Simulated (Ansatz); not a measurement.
BaMg6Mn:

```
Ba Mn Mg
1.0
     5.16986    0.00000    0.00000
     0.00000    3.43556    5.92114
     0.00000   -3.43556    5.92114
Ba Mn Mg
1 1 6
Direct
  0.50000 0.67024 0.67024
  0.00000 0.85566 0.85566
  0.50000 0.16128 0.16128
  0.50000 0.68580 0.15105
  0.50000 0.15105 0.68580
  0.00000 0.33400 0.33400
  0.00000 0.84823 0.29374
  0.00000 0.29374 0.84823
```

The cell comes from a database or a generator and needn't be the stable form of this composition.

- Program: Ansatz 0.2.0
- Task: single point
- Functional: PBE
- Potentials or basis: Ansatz PAW
- Cutoff: 420 eV (not typed: the program's choice for these potentials)
- k mesh: 5 × 5 × 5
- Occupations: fermi-dirac, width 0.05 eV
- Spin: collinear spin, ferromagnetic start
- Starting moments: [0.0, 4.0, 0.0, 0.0, 0.0, 0.0, 0.0, 0.0] μB

On this cell: pressure 0.1 GPa; largest force 0.079 eV/Å; net moment 4.18 μB per cell; site moments Ba +0.01; Mn +4.06; Mg +0.03, -0.02, -0.03, -0.01 μB; band gap on the k mesh none (metal or under the smearing width).

The same run follows on a disturbed copy (atoms moved at random, drawn with an rms of 0.05 Å):

```
Ba Mn Mg
1.0
     5.16986    0.00000    0.00000
     0.00000    3.43556    5.92114
     0.00000   -3.43556    5.92114
Ba Mn Mg
1 1 6
Direct
  0.49878 0.66733 0.67485
  0.00118 0.86080 0.84933
  0.50819 0.16486 0.15931
  0.49749 0.68378 0.15028
  0.51443 0.14588 0.68560
  0.99598 0.33976 0.32971
  0.00285 0.85284 0.28689
  0.99359 0.29749 0.84062
```

What does the disturbed cell give?

The energy (extrapolated to zero smearing) moves by +3.0 meV/atom; pressure 0.1 GPa; largest force 0.253 eV/Å; net moment 4.16 μB per cell; site moments Ba +0.01; Mn +4.04; Mg +0.03, -0.02, -0.01 μB; band gap on the k mesh none (metal or under the smearing width).

Forces in eV/Å, atoms in the order of the input:
```
Ba  -0.008  0.186 -0.171
Mn   0.018 -0.037  0.076
Mg  -0.120 -0.112  0.016
Mg   0.041 -0.008  0.093
Mg  -0.202  0.069  0.084
Mg   0.097 -0.005 -0.038
Mg  -0.036 -0.058 -0.007
Mg   0.210 -0.035 -0.054
```

Stress tensor (GPa, compression positive):
```
 0.07 -0.09  0.01
-0.09  0.04  0.21
 0.01  0.21  0.23
```
